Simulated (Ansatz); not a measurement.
# CBrCuO: geometry at several levels

One table from this session's results is given with a row withheld; the runs are named, their logs left out.

Method: the levels named in each step, in Ansatz 0.2.0.

## The starting structure

Bond lengths: O1–C2 1.137 Å, C2–Cu3 1.777 Å, Cu3–Br4 2.169 Å. Angles: O1–C2–Cu3 180.0°, C2–Cu3–Br4 180.0°.

As a file:

```xyz
4

O     0.0000    0.0000   -2.2832
C     0.0000    0.0000   -1.1463
Cu    0.0000    0.0000    0.6305
Br    0.0000    0.0000    2.7990
```

Set-up of the first run:

Contents of input.yaml:

```yaml
crystal:
  periodic: [false, false, false]
  atoms:
    - { symbol: O, position_ang: [0.0, 0.0, -2.31023514] }
    - { symbol: C, position_ang: [0.0, 0.0, -1.16127587] }
    - { symbol: Cu, position_ang: [0.0, 0.0, 0.62866763] }
    - { symbol: Br, position_ang: [0.0, 0.0, 2.84284338] }
basis:
  gaussian: { orbitals: STO-3G }
hamiltonian:
  xc: hf
relax:
  f_tol: 0.002
  max_steps: 150
```

Launch:

```
$ ansatz run input.yaml --threads 2 --pin off --max-ram 5120MiB --backend cpu --events-out ev --progress --plain --runs-dir out
```

Among the steps run: Relaxation, HF/STO-3G; Relaxation, HF/def2-SVP; Relaxation, LDA/def2-SVP; Relaxation, PBE-D4/def2-SVP.

One of the session's tables, all rows but one given; the rest of the session is left out.

It belongs to the step «Geometries side by side». 

| level | O1–C2 (Å) | C2–Cu3 (Å) | Cu3–Br4 (Å) | rotational constants (MHz) | dipole (D) |
| --- | --- | --- | --- | --- | --- |
| HF/STO-3G | ? | ? | ? | ? | ? |
| HF/def2-SVP | 1.0996 | 2.0864 | 2.2902 | 896.19 | 7.72 |
| LDA/def2-SVP | 1.1420 | 1.7488 | 2.1650 | 1059.4 | 3.32 |
| PBE-D4/def2-SVP | 1.1489 | 1.7907 | 2.2138 | 1016.7 | 3.69 |

Q: Estimate the row for HF/STO-3G from the others.

**Answer.** O1–C2 (Å): 1.1855; C2–Cu3 (Å): 1.5738; Cu3–Br4 (Å): 2.2776; rotational constants (MHz): 1051.4; dipole (D): 0.19. In the column «O1–C2 (Å)» it is the highest.
